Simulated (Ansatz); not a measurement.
# CH₃O₂Si+: geometry optimisation

The task: find the minimum of CH₃O₂Si+ nearest to the start.

Computed with Ansatz 0.2.0. Level: RKS PBE0-D4/def2-SVP.

2 further runs of the same task are left out: 2 set aside as unsound or not needed.

## (1) The starting structure

SMILES `O=[C+]O[SiH3]`, 7 atoms, charge 1, spin multiplicity 1.

Atoms are counted from 1 here; the program's logs count them from 0.

Bond lengths: O1–C2 1.150 Å, C2–O3 1.195 Å, O3–Si4 1.906 Å, Si4–H5 1.486 Å, Si4–H6 1.488 Å, Si4–H7 1.488 Å. Angles: O1–C2–O3 178.2°, C2–O3–Si4 159.3°, O3–Si4–H5 98.1°, O3–Si4–H6 99.4°, O3–Si4–H7 99.6°, H5–Si4–H6 117.7°, H5–Si4–H7 117.7°, H6–Si4–H7 117.3°.

As a file:

```xyz
7
CH3O2Si
O     1.0007   -2.4000    1.4683
C     0.7430   -1.4252    0.9151
O     0.5109   -0.4008    0.3446
Si   -0.4736    0.9333   -0.5954
H     0.6709    1.7830   -1.0141
H    -1.3337    1.4276    0.5133
H    -1.1183    0.0820   -1.6317
```

## (2) Relaxation

input.yaml

```yaml
crystal:
  periodic: [false, false, false]
  atoms:
    - { symbol: O, position_ang: [1.000665, -2.399976, 1.468345] }
    - { symbol: C, position_ang: [0.743029, -1.425209, 0.915113] }
    - { symbol: O, position_ang: [0.510934, -0.400773, 0.344575] }
    - { symbol: Si, position_ang: [-0.473568, 0.93334, -0.595444] }
    - { symbol: H, position_ang: [0.67088, 1.783013, -1.014141] }
    - { symbol: H, position_ang: [-1.333689, 1.427579, 0.513254] }
    - { symbol: H, position_ang: [-1.118251, 0.082015, -1.631711] }
total_charge: 1
basis:
  gaussian: { orbitals: def2-SVP }
hamiltonian:
  xc: pbe0
  dispersion: d4
output:
  forces: true
relax:
  f_tol: 0.003
  max_steps: 120
```

On the command line:

```
$ ansatz run input.yaml --threads 1 --pin off --max-ram 2560MiB --backend cpu --events-out ev --progress --plain --runs-dir out
```

Standard output:

```text
Warning: RAYON_NUM_THREADS=1 ignored (pool sized by the plan → 1); use --threads N
The last accepted step is kept in <dir> (removed where the run ends without a failure and the disk answers)
Engine: ansatz 0.2.0, x86_64-unknown-linux-gnu
Functional definition: PBE0
  parameter a = 0.25
  parameter kappa = 0.804
  parameter beta = 0.06672455060314922
  exchange = (1 - a)*pbe_x(kappa = kappa, mu = beta*pi^2/3) + a*exact_x
  correlation = pbe_c(beta = beta)
775 factors; integrals over basis functions are off by at most 3.2e-4 eV
mean field evaluation 1: about -13027.5980 eV, gradient 6.4e1 eV
mean field evaluation 2: about -13018.4061 eV, gradient 9.7e1 eV
mean field evaluation 4: about -13034.2143 eV, gradient 7.8e0 eV
mean field evaluation 8: about -13034.3458 eV, gradient 3.2e-2 eV
mean field -13034.34580385 eV, -479.0033732947 hartree, gradient 3.0e-5 eV, S^2 0.000000; 0 other end points of the search recorded, 0 dependent functions left out
the calculation of the forces begins
reference -13034.34582420 eV, -479.0033740425 hartree; 19, 19 occupied and 56, 56 virtual orbitals, 775 factors
relax step   1: F+E_penalty+E_count = -13034.41981522 eV  Δ(F+E_penalty+E_count) = +0.000e0 eV  max|allowed force component| = 1.665e0 eV/Å  Δτ_max = 0.0000 Å  (24 SCF iters, accepted)
these checks for a lower state are left out or cut short: starts, cluster_reference, orbital_swaps, neighbouring_geometries, increment
775 factors; integrals over basis functions are off by at most 3.1e-4 eV
mean field evaluation 16: about -13034.3459 eV, gradient 7.4e-3 eV
mean field -13034.37297803 eV, -479.0043719274 hartree, gradient 9.9e-6 eV, S^2 0.000000; 0 other end points of the search recorded, 0 dependent functions left out
the calculation of the forces begins
reference -13034.37299830 eV, -479.0043726721 hartree; 19, 19 occupied and 56, 56 virtual orbitals, 775 factors
relax step   2: F+E_penalty+E_count = -13034.44725694 eV  Δ(F+E_penalty+E_count) = -2.744e-2 eV  max|allowed force component| = 1.092e-1 eV/Å  Δτ_max = 0.0258 Å  (31 SCF iters, accepted)
these checks for a lower state are left out or cut short: starts, cluster_reference, orbital_swaps, neighbouring_geometries, increment
775 factors; integrals over basis functions are off by at most 3.1e-4 eV
mean field -13034.37347596 eV, -479.0043902260 hartree, gradient 2.7e-5 eV, S^2 0.000000; 0 other end points of the search recorded, 0 dependent functions left out
the calculation of the forces begins
reference -13034.37349622 eV, -479.0043909704 hartree; 19, 19 occupied and 56, 56 virtual orbitals, 775 factors
relax step   3: F+E_penalty+E_count = -13034.44777686 eV  Δ(F+E_penalty+E_count) = -5.199e-4 eV  max|allowed force component| = 6.465e-2 eV/Å  Δτ_max = 0.0030 Å  (23 SCF iters, accepted)
these checks for a lower state are left out or cut short: starts, cluster_reference, orbital_swaps, neighbouring_geometries, increment
775 factors; integrals over basis functions are off by at most 3.1e-4 eV
mean field evaluation 32: about -13034.3737 eV, gradient 1.2e-5 eV
mean field -13034.37366360 eV, -479.0043971216 hartree, gradient 1.2e-5 eV, S^2 0.000000; 0 other end points of the search recorded, 0 dependent functions left out
the calculation of the forces begins
reference -13034.37368386 eV, -479.0043978660 hartree; 19, 19 occupied and 56, 56 virtual orbitals, 775 factors
relax step   4: F+E_penalty+E_count = -13034.44802253 eV  Δ(F+E_penalty+E_count) = -2.457e-4 eV  max|allowed force component| = 4.355e-2 eV/Å  Δτ_max = 0.0039 Å  (23 SCF iters, accepted)
these checks for a lower state are left out or cut short: starts, cluster_reference, orbital_swaps, neighbouring_geometries, increment
775 factors; integrals over basis functions are off by at most 3.1e-4 eV
mean field -13034.37409781 eV, -479.0044130786 hartree, gradient 8.3e-6 eV, S^2 0.000000; 0 other end points of the search recorded, 0 dependent functions left out
the calculation of the forces begins
reference -13034.37411818 eV, -479.0044138269 hartree; 19, 19 occupied and 56, 56 virtual orbitals, 775 factors
relax step   5: F+E_penalty+E_count = -13034.44836764 eV  Δ(F+E_penalty+E_count) = -3.451e-4 eV  max|allowed force component| = 4.950e-2 eV/Å  Δτ_max = 0.0252 Å  (29 SCF iters, accepted)
these checks for a lower state are left out or cut short: starts, cluster_reference, orbital_swaps, neighbouring_geometries, increment
775 factors; integrals over basis functions are off by at most 3.1e-4 eV
mean field -13034.37434806 eV, -479.0044222748 hartree, gradient 8.3e-6 eV, S^2 0.000000; 0 other end points of the search recorded, 0 dependent functions left out
the calculation of the forces begins
reference -13034.37436850 eV, -479.0044230262 hartree; 19, 19 occupied and 56, 56 virtual orbitals, 775 factors
relax step   6: F+E_penalty+E_count = -13034.44854385 eV  Δ(F+E_penalty+E_count) = -1.762e-4 eV  max|allowed force component| = 5.378e-3 eV/Å  Δτ_max = 0.0165 Å  (30 SCF iters, accepted)
these checks for a lower state are left out or cut short: starts, cluster_reference, orbital_swaps, neighbouring_geometries, increment
775 factors; integrals over basis functions are off by at most 3.0e-4 eV
mean field -13034.37444504 eV, -479.0044258388 hartree, gradient 8.3e-6 eV, S^2 0.000000; 0 other end points of the search recorded, 0 dependent functions left out
the calculation of the forces begins
reference -13034.37446559 eV, -479.0044265941 hartree; 19, 19 occupied and 56, 56 virtual orbitals, 775 factors
relax step   7: F+E_penalty+E_count = -13034.44856822 eV  Δ(F+E_penalty+E_count) = -2.437e-5 eV  max|allowed force component| = 1.160e-2 eV/Å  Δτ_max = 0.0218 Å  (30 SCF iters, accepted)
these checks for a lower state are left out or cut short: starts, cluster_reference, orbital_swaps, neighbouring_geometries, increment
775 factors; integrals over basis functions are off by at most 3.0e-4 eV
mean field -13034.37445884 eV, -479.0044263462 hartree, gradient 3.1e-5 eV, S^2 0.000000; 0 other end points of the search recorded, 0 dependent functions left out
the calculation of the forces begins
reference -13034.37447940 eV, -479.0044271016 hartree; 19, 19 occupied and 56, 56 virtual orbitals, 775 factors
relax step   8: F+E_penalty+E_count = -13034.44857433 eV  Δ(F+E_penalty+E_count) = -6.108e-6 eV  max|allowed force component| = 1.025e-2 eV/Å  Δτ_max = 0.0023 Å  (19 SCF iters, accepted)
these checks for a lower state are left out or cut short: starts, cluster_reference, orbital_swaps, neighbouring_geometries, increment
775 factors; integrals over basis functions are off by at most 3.0e-4 eV
mean field evaluation 64: about -13034.3745 eV, gradient 2.3e-5 eV
mean field -13034.37446125 eV, -479.0044264345 hartree, gradient 2.3e-5 eV, S^2 0.000000; 0 other end points of the search recorded, 0 dependent functions left out
the calculation of the forces begins
reference -13034.37448180 eV, -479.0044271897 hartree; 19, 19 occupied and 56, 56 virtual orbitals, 775 factors
relax step   9: F+E_penalty+E_count = -13034.44858616 eV  Δ(F+E_penalty+E_count) = -1.184e-5 eV  max|allowed force component| = 3.431e-3 eV/Å  Δτ_max = 0.0027 Å  (22 SCF iters, accepted)
these checks for a lower state are left out or cut short: starts, cluster_reference, orbital_swaps, neighbouring_geometries, increment
775 factors; integrals over basis functions are off by at most 3.0e-4 eV
mean field -13034.37445919 eV, -479.0044263587 hartree, gradient 1.7e-5 eV, S^2 0.000000; 0 other end points of the search recorded, 0 dependent functions left out
the calculation of the forces begins
reference -13034.37447974 eV, -479.0044271139 hartree; 19, 19 occupied and 56, 56 virtual orbitals, 775 factors
relax step  10: F+E_penalty+E_count = -13034.44858756 eV  Δ(F+E_penalty+E_count) = -1.398e-6 eV  max|allowed force component| = 6.773e-3 eV/Å  Δτ_max = 0.0024 Å  (21 SCF iters, accepted)
these checks for a lower state are left out or cut short: starts, cluster_reference, orbital_swaps, neighbouring_geometries, increment
775 factors; integrals over basis functions are off by at most 3.1e-4 eV
mean field -13034.37445548 eV, -479.0044262226 hartree, gradient 2.7e-5 eV, S^2 0.000000; 0 other end points of the search recorded, 0 dependent functions left out
the calculation of the forces begins
reference -13034.37447603 eV, -479.0044269777 hartree; 19, 19 occupied and 56, 56 virtual orbitals, 775 factors
relax step  11: F+E_penalty+E_count = -13034.44858954 eV  Δ(F+E_penalty+E_count) = -1.984e-6 eV  max|allowed force component| = 9.850e-3 eV/Å  Δτ_max = 0.0046 Å  (23 SCF iters, accepted)
these checks for a lower state are left out or cut short: starts, cluster_reference, orbital_swaps, neighbouring_geometries, increment
775 factors; integrals over basis functions are off by at most 3.1e-4 eV
mean field -13034.37445742 eV, -479.0044262940 hartree, gradient 8.4e-6 eV, S^2 0.000000; 0 other end points of the search recorded, 0 dependent functions left out
the calculation of the forces begins
reference -13034.37447798 eV, -479.0044270493 hartree; 19, 19 occupied and 56, 56 virtual orbitals, 775 factors
relax step  12: F+E_penalty+E_count = -13034.44859211 eV  Δ(F+E_penalty+E_count) = -2.562e-6 eV  max|allowed force component| = 7.661e-3 eV/Å  Δτ_max = 0.0067 Å  (30 SCF iters, accepted)
these checks for a lower state are left out or cut short: starts, cluster_reference, orbital_swaps, neighbouring_geometries, increment
775 factors; integrals over basis functions are off by at most 3.1e-4 eV
mean field -13034.37445493 eV, -479.0044262023 hartree, gradient 8.4e-6 eV, S^2 0.000000; 0 other end points of the search recorded, 0 dependent functions left out
the calculation of the forces begins
reference -13034.37447549 eV, -479.0044269579 hartree; 19, 19 occupied and 56, 56 virtual orbitals, 775 factors
relax step  13: F+E_penalty+E_count = -13034.44859443 eV  Δ(F+E_penalty+E_count) = -2.326e-6 eV  max|allowed force component| = 5.158e-3 eV/Å  Δτ_max = 0.0106 Å  (30 SCF iters, accepted)
these checks for a lower state are left out or cut short: starts, cluster_reference, orbital_swaps, neighbouring_geometries, increment
775 factors; integrals over basis functions are off by at most 3.1e-4 eV
mean field evaluation 96: about -13034.3745 eV, gradient 8.6e-6 eV
mean field -13034.37445059 eV, -479.0044260429 hartree, gradient 8.4e-6 eV, S^2 0.000000; 0 other end points of the search recorded, 0 dependent functions left out
the calculation of the forces begins
reference -13034.37447115 eV, -479.0044267985 hartree; 19, 19 occupied and 56, 56 virtual orbitals, 775 factors
relax step  14: F+E_penalty+E_count = -13034.44858811 eV  Δ(F+E_penalty+E_count) = +6.324e-6 eV  max|allowed force component| = 7.924e-3 eV/Å  Δτ_max = 0.0077 Å  (31 SCF iters, rejected (line search))
these checks for a lower state are left out or cut short: starts, cluster_reference, orbital_swaps, neighbouring_geometries, increment
775 factors; integrals over basis functions are off by at most 3.1e-4 eV
mean field -13034.37445442 eV, -479.0044261834 hartree, gradient 1.6e-5 eV, S^2 0.000000; 0 other end points of the search recorded, 0 dependent functions left out
the calculation of the forces begins
reference -13034.37447498 eV, -479.0044269391 hartree; 19, 19 occupied and 56, 56 virtual orbitals, 775 factors
relax step  15: F+E_penalty+E_count = -13034.44859514 eV  Δ(F+E_penalty+E_count) = -7.057e-7 eV  max|allowed force component| = 1.133e-3 eV/Å  Δτ_max = 0.0037 Å  (23 SCF iters, accepted)
775 factors; integrals over basis functions are off by at most 3.1e-4 eV
mean field -13034.37445442 eV, -479.0044261834 hartree, gradient 1.6e-5 eV, S^2 0.000000; 1 other end points of the search recorded, 0 dependent functions left out
the calculation of the forces begins
reference -13034.37447498 eV, -479.0044269391 hartree; 19, 19 occupied and 56, 56 virtual orbitals, 775 factors
Total energy: -13034.44861570 eV, -479.0071515604 hartree
Atom 0 at     1.033067    -2.354627     1.489004 Å, force     0.000196    -0.001133     0.000353 eV/Å
Atom 1 at     0.742092    -1.422055     0.913029 Å, force     0.000270     0.001030     0.000151 eV/Å
Atom 2 at     0.461319    -0.443242     0.311441 Å, force    -0.000599    -0.000279     0.000310 eV/Å
Atom 3 at    -0.472119     0.927357    -0.593984 Å, force     0.001034    -0.000176    -0.000966 eV/Å
Atom 4 at     0.682233     1.755728    -0.987340 Å, force    -0.000266     0.000399    -0.000040 eV/Å
Atom 5 at    -1.319930     1.414558     0.511618 Å, force    -0.000109    -0.000270     0.000125 eV/Å
Atom 6 at    -1.126661     0.122270    -1.643778 Å, force    -0.000526     0.000429     0.000067 eV/Å
Dipole moment:    -0.226995     0.406563    -0.262690 e Å
```

It took 15 s on 1 thread of AMD EPYC 9R45 (Zen 5), shared host; peak memory 0.16 GiB.

Step by step:

```
step  energy from step 1 (eV)  largest force component (eV/Å)
   1                   0.0000                          1.6650
   2                  -0.0274                          0.1092
   3                  -0.0280                          0.0647
   4                  -0.0282                          0.0436
   5                  -0.0286                          0.0495
   6                  -0.0287                          0.0054
   7                  -0.0288                          0.0116
   8                  -0.0288                          0.0102
   9                  -0.0288                          0.0034
  10                  -0.0288                          0.0068
  11                  -0.0288                          0.0098
  12                  -0.0288                          0.0077
  13                  -0.0288                          0.0052
  14                  -0.0288                          0.0079
  15                  -0.0288                          0.0011
```

Distances of close pairs at the start and the end, largest changes first:

```
  bond  before (Å)  after (Å)  change (Å)
O3–Si4       1.906      1.889      -0.017
 O1–C2       1.150      1.134      -0.016
 C2–O3       1.195      1.183      -0.013
Si4–H7       1.488      1.476      -0.012
Si4–H6       1.488      1.476      -0.012
Si4–H5       1.486      1.474      -0.011
```

## (3) Summary of results

| quantity | value |
| --- | --- |
| energy gained | 0.0288 eV |
| root mean square move | 0.043 Å |

What this shows: Bond lengths: O1–C2 1.134 Å, C2–O3 1.183 Å, O3–Si4 1.889 Å, Si4–H5 1.474 Å, Si4–H6 1.476 Å, Si4–H7 1.476 Å. Angles: O1–C2–O3 178.9°, C2–O3–Si4 164.0°, O3–Si4–H5 98.5°, O3–Si4–H6 99.5°, O3–Si4–H7 99.5°, H5–Si4–H6 117.7°, H5–Si4–H7 117.6°, H6–Si4–H7 117.3°. No frequencies were computed here.
